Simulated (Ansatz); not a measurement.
# C2H5AlO: up Jacob's ladder to CCSD(T)

An exercise on one series of results from a longer session: the logs are not shown, and one member is left open.

The runs use Ansatz 0.2.0, Gaussian basis; functionals in def2-TZVPP, the program's frozen cores in correlated methods.

Plan: LDA (SPW92), PBE-D4, revPBE-D4, BLYP-D4, r2SCAN-D4, B97M-V, PBE0-D4, B3LYP-D4, r2SCANh-D4, r2SCAN0-D4, HSE06-D4, BHLYP-D4, CAM-B3LYP-D4, LC-ωPBE, ωB97X-V, ωB97M-V, B2PLYP, PBE-QIDH; CCSD(T)/def2-SVP; CCSD(T)/def2-TZVPP; MP2/def2-QZVPP; extrapolation to the limit; RPA on PBE.

**The geometry**

An earlier PBE0-D4 in a triple-zeta def2 set relaxation fixed the geometry.

SMILES `C=[C](O)[AlH2]`, 9 atoms, charge 0, spin multiplicity 1.

Atoms are counted from 1 here; the program's logs count them from 0.

Bond lengths: C1–C2 1.339 Å, C1–H5 1.087 Å, C1–H6 1.083 Å, C2–O3 1.369 Å, C2–Al4 1.950 Å, O3–H7 0.960 Å, Al4–H8 1.591 Å, Al4–H9 1.582 Å. Angles: C2–C1–H5 122.3°, C2–C1–H6 119.9°, H5–C1–H6 117.8°, C1–C2–O3 118.2°, C1–C2–Al4 117.1°, O3–C2–Al4 124.8°, C2–O3–H7 109.6°, C2–Al4–H8 118.1°, C2–Al4–H9 118.8°, H8–Al4–H9 123.1°.

The first run:

in.yaml reads:

```yaml
crystal:
  periodic: [false, false, false]
  atoms:
    - {symbol: C, position_ang: [-0.311457, 1.267485, -0.665257]}
    - {symbol: C, position_ang: [0.321022, 0.132455, -0.340721]}
    - {symbol: O, position_ang: [1.474846, -0.178260, -1.009503]}
    - {symbol: Al, position_ang: [-0.481071, -0.960203, 1.061406]}
    - {symbol: H, position_ang: [0.060000, 1.940265, -1.434394]}
    - {symbol: H, position_ang: [-1.226355, 1.541265, -0.154519]}
    - {symbol: H, position_ang: [1.822439, -1.010455, -0.681936]}
    - {symbol: H, position_ang: [0.249458, -2.314614, 1.466728]}
    - {symbol: H, position_ang: [-1.820381, -0.464236, 1.741095]}
basis:
  gaussian: {orbitals: def2-TZVPP}
hamiltonian: {xc: lda}
output: {orbitals: {seedname: orbitals}}
```

Run with:

```console
$ ansatz run in.yaml --threads 2 --pin off --events-out ev --progress --plain --max-ram 4352MiB
```

Steps of the session up to this table: LDA; PBE-D4 (GGA); revPBE-D4 (GGA); BLYP-D4 (GGA); r2SCAN-D4 (meta-GGA); B97M-V (meta-GGA); B3LYP-D4 (hybrid); r2SCANh-D4 (hybrid); r2SCAN0-D4 (hybrid); HSE06-D4 (hybrid); BHLYP-D4 (hybrid); CAM-B3LYP-D4 (range-separated); LC-ωPBE (range-separated); ωB97X-V (range-separated); ωB97M-V (range-separated); B2PLYP (double hybrid); PBE-QIDH (double hybrid).

One of the session's tables, all rows but one given; the rest of the session is left out.

```
  functional  HOMO (eV)  LUMO (eV)  gap (eV)
 LDA (SPW92)      -5.95      -2.77      3.18
      PBE-D4      -5.75      -2.52      3.23
   revPBE-D4      -5.67      -2.41      3.26
     BLYP-D4      -5.60      -2.41      3.19
   r2SCAN-D4      -5.95      -2.27      3.68
      B97M-V      -6.01      -2.44      3.57
     PBE0-D4      -6.90      -1.76      5.14
    B3LYP-D4      -6.67      -1.97      4.71
  r2SCANh-D4      -6.39      -2.00      4.39
  r2SCAN0-D4      -7.05      -1.61      5.44
    HSE06-D4      -6.50      -2.13      4.37
    BHLYP-D4      -7.90      -0.98      6.91
CAM-B3LYP-D4      -8.20      -0.84      7.36
     LC-ωPBE      -9.53       0.25      9.78
     ωB97X-V      -9.17       0.14      9.32
     ωB97M-V          ?          ?         ?
```

Q: Estimate the row for ωB97M-V from the others.

**Answer.** HOMO (eV): -9.11; LUMO (eV): -0.10; gap (eV): 9.00. In the column «HOMO (eV)» it lies between ωB97X-V (-9.17) and CAM-B3LYP-D4 (-8.20).
